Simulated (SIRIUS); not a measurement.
An input for SIRIUS 7.12.0 (NaLaMnMoO6):

sirius.json

```json
{
  "control": {
    "processing_unit": "cpu",
    "verbosity": 2,
    "num_bands_to_print": 56,
    "print_forces": true,
    "print_stress": true
  },
  "parameters": {
    "electronic_structure_method": "pseudopotential",
    "xc_functionals": ["XC_GGA_X_RPBE", "XC_GGA_C_PBE"],
    "gk_cutoff": "40 Ry",
    "pw_cutoff": 22.1,
    "ngridk": [2, 2, 2],
    "shiftk": [0, 0, 0],
    "smearing": "fermi_dirac",
    "smearing_width": 0.0009187331,
    "num_bands": 56,
    "num_mag_dims": 0,
    "num_dft_iter": 80,
    "energy_tol": 1e-08,
    "density_tol": 1e-06
  },
  "iterative_solver": {
    "type": "davidson",
    "min_tolerance": 1e-10
  },
  "mixer": {
    "type": "anderson",
    "beta": 0.7,
    "max_history": 8
  },
  "settings": {
    "tol_ne": 1e-10
  },
  "unit_cell": {
    "lattice_vectors": [
      [9.406584216856, -5.445170239064, 0.038833871861],
      [9.406584216856, 5.445170239064, 0.038833871861],
      [-5.784187105822, 0.0, 8.688677262111]
    ],
    "atom_coordinate_units": "lattice",
    "atom_types": ["Na", "La", "Mn", "Mo", "O"],
    "atom_files": {
      "Na": "Na.json",
      "Mn": "Mn.json",
      "O": "O.json",
      "La": "La.json",
      "Mo": "Mo.json"
    },
    "atoms": {
      "Na": [
        [0.99482, 0.99482, 0.49994]
      ],
      "La": [
        [0.75307, 0.75307, 0.78825]
      ],
      "Mn": [
        [0.25016, 0.25016, 0.19811]
      ],
      "Mo": [
        [0.49867, 0.49867, 0.99722]
      ],
      "O": [
        [0.30338, 0.30338, 0.61396],
        [0.32902, 0.8285, 0.87649],
        [0.19558, 0.6363, 0.15354],
        [0.6363, 0.19558, 0.15354],
        [0.8285, 0.32902, 0.87649],
        [0.7105, 0.7105, 0.34246]
      ]
    }
  }
}
```

Potentials or basis: SSSP 1.3.0 PBE efficiency.

Launch:

```bash
$ upf_to_json na_pbe_v1.5.uspp.F.UPF
$ upf_to_json mn_pbe_v1.5.uspp.F.UPF
$ upf_to_json O.pbe-n-kjpaw_psl.0.1.UPF
$ upf_to_json La.paw.z_11.atompaw.wentzcovitch.v1.2.upf
$ upf_to_json Mo_ONCV_PBE-1.0.oncvpsp.upf
$ OMP_NUM_THREADS=4 sirius.scf --input=sirius.json --output=out.json --task=0
```

Question: Does this run start?

Answer: The run stopped without a result. It printed:

Output:

```text
[json.exception.type_error.302] type must be number, but is string
--------------------------------------------------------------------------
MPI_ABORT was invoked on rank 0 in communicator MPI_COMM_WORLD
  Errorcode: -1

NOTE: invoking MPI_ABORT causes Open MPI to kill all MPI processes.
You may or may not see output from other processes, depending on
exactly when Open MPI kills them.
--------------------------------------------------------------------------
```
